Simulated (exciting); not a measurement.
Wanted: the native input for an exciting (release sodium) run.

- Task: single point
- Functional: PBEsol
- Potentials or basis: all-electron LAPW+lo, shipped species files, valence relativity iora*
- rgkmax: 9
- k mesh: 11 × 11 × 6
- Occupations: fermi-dirac, width 0.05 eV
- Spin: no spin polarisation
- gmaxvr (cutoff of density and potential): 14 1/bohr
- lmaxapw (and lmaxmat): 10
- lmaxvr: 8
- nempty: 18
- Valence relativity: iora*
- epsengy: 1e-05 Ha
- epspot: 1e-05 Ha
- maxscl: 60
- Muffin-tin radii: Ir 2.3, Tc 2.3 bohr

TcIr:

```
Ir Tc
1.0
     2.73991    0.00000    0.00000
    -1.36995    2.37283    0.00000
     0.00000    0.00000    4.35546
Ir Tc
1 1
Direct
  0.33333 0.66667 0.50000
  0.00000 0.00000 0.00000
```

The cell comes from a database or a generator and needn't be the stable form of this composition.

These files were run (other wordings do the same):

input.xml

```xml
<input>
  <title>TcIr</title>
  <structure speciespath="./" tshift="false">
    <crystal scale="1">
      <basevect>5.177672228410 0.000000000000 0.000000000000</basevect>
      <basevect>-2.588836114205 4.483995682185 0.000000000000</basevect>
      <basevect>0.000000000000 0.000000000000 8.230627642804</basevect>
    </crystal>
    <species speciesfile="Ir.xml" rmt="2.3">
      <atom coord="0.333333333300 0.666666666700 0.500000000000"/>
    </species>
    <species speciesfile="Tc.xml" rmt="2.3">
      <atom coord="0.000000000000 0.000000000000 0.000000000000"/>
    </species>
  </structure>
  <groundstate do="fromscratch" ngridk="11 11 6" rgkmax="9" gmaxvr="14" lmaxapw="10" lmaxmat="10" lmaxvr="8" xctype="GGA_PBE_SOL" stype="Fermi Dirac" swidth="0.00183747" nempty="18" ValenceRelativity="iora*" epsengy="1e-05" epspot="1e-05" maxscl="60" tforce="true" outputlevel="normal"/>
</input>
```

Potentials or basis: all-electron LAPW+lo, shipped species files, valence relativity iora*.

Command:

```console
$ OMP_NUM_THREADS=1 exciting_smp
```

Results of the run:

```yaml
Band_gap_on_the_k_mesh: none (metal or under the smearing width)
All_electrons_inside_the_program's_atomic_spheres: Ir 74.71; Tc 40.84 (radii Ir 2.3, Tc 2.3 bohr)
```

Caveat: the log's total energy holds no entropy term; the free energy is that total less TS from the occupations.

Run time: 2.8 min on 1 thread of Arm Neoverse V1 (shared host), peak memory 0.13 GiB.
